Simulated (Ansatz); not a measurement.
# C2H5AlSn: how energies converge with the basis set

One table from this session's results is given with a row withheld; the runs are named, their logs left out.

Program: Ansatz 0.2.0, Gaussian basis. Level of theory: one geometry, several basis sets. These are calculated values, not measurements.

Plan: PBE0-D4/def2-SVP; ωB97M-V/def2-SVP; PBE0-D4/def2-QZVPP; ωB97M-V/def2-QZVPP; the functionals' def2-TZVPP values are taken from earlier runs.

## Structure used throughout

An earlier PBE0-D4 in a triple-zeta def2 set relaxation fixed the geometry. Sn takes the def2 core potential; no spin-orbit term is included.

9 atoms, charge 0, spin multiplicity 1.

Atoms are counted from 1 here; the program's logs count them from 0.

Bond lengths: Sn1–C2 2.124 Å, Sn1–H5 1.714 Å, Sn1–H6 1.709 Å, Sn1–H7 1.709 Å, C2–C3 1.368 Å, C2–Al4 1.869 Å, C3–Al4 1.851 Å, C3–H8 1.090 Å, Al4–H9 1.568 Å. Angles: C2–Sn1–H5 110.2°, C2–Sn1–H6 109.8°, C2–Sn1–H7 109.8°, H5–Sn1–H6 109.3°, H5–Sn1–H7 109.3°, H6–Sn1–H7 108.4°, Sn1–C2–C3 129.4°, Sn1–C2–Al4 162.8°, C3–C2–Al4 67.7°, C2–C3–Al4 69.1°, C2–C3–H8 128.1°, Al4–C3–H8 162.8°, C2–Al4–C3 43.1°, C2–Al4–H9 157.9°, C3–Al4–H9 159.0°.

The first run:

in.yaml reads:

```yaml
crystal:
  periodic: [false, false, false]
  atoms:
    - {symbol: Sn, position_ang: [-0.229721, 1.156511, -1.203320]}
    - {symbol: C, position_ang: [0.107855, -0.194439, 0.400597]}
    - {symbol: C, position_ang: [-0.005756, -1.557346, 0.427110]}
    - {symbol: Al, position_ang: [0.523084, -0.907762, 2.077997]}
    - {symbol: H, position_ang: [-0.711124, 0.300108, -2.607775]}
    - {symbol: H, position_ang: [-1.453325, 2.270821, -0.775089]}
    - {symbol: H, position_ang: [1.201999, 2.028664, -1.537731]}
    - {symbol: H, position_ang: [-0.296738, -2.223990, -0.384775]}
    - {symbol: H, position_ang: [0.952226, -0.918967, 3.585887]}
basis:
  gaussian: {orbitals: def2-SVP}
hamiltonian: {xc: pbe0, dispersion: d4}
output: {orbitals: {seedname: orbitals}}
```

Steps of the session up to this table: PBE0-D4 in def2-SVP; ωB97M-V in def2-SVP; PBE0-D4 in def2-QZVPP; ωB97M-V in def2-QZVPP.

One of the session's tables, all rows but one given; the rest of the session is left out.

It belongs to the step «Density functionals: the series». 

```
functional       basis  HOMO (eV)
   PBE0-D4    def2-SVP      -6.07
   PBE0-D4  def2-TZVPP      -6.08
   PBE0-D4  def2-QZVPP      -6.08
   ωB97M-V    def2-SVP          ?
   ωB97M-V  def2-TZVPP      -8.10
   ωB97M-V  def2-QZVPP      -8.11
```

Estimate the missing values for ωB97M-V, def2-SVP.

**Answer.** HOMO (eV): -8.06. In the column «HOMO (eV)» it lies between ωB97M-V, def2-TZVPP (-8.10) and PBE0-D4, def2-TZVPP (-6.08).
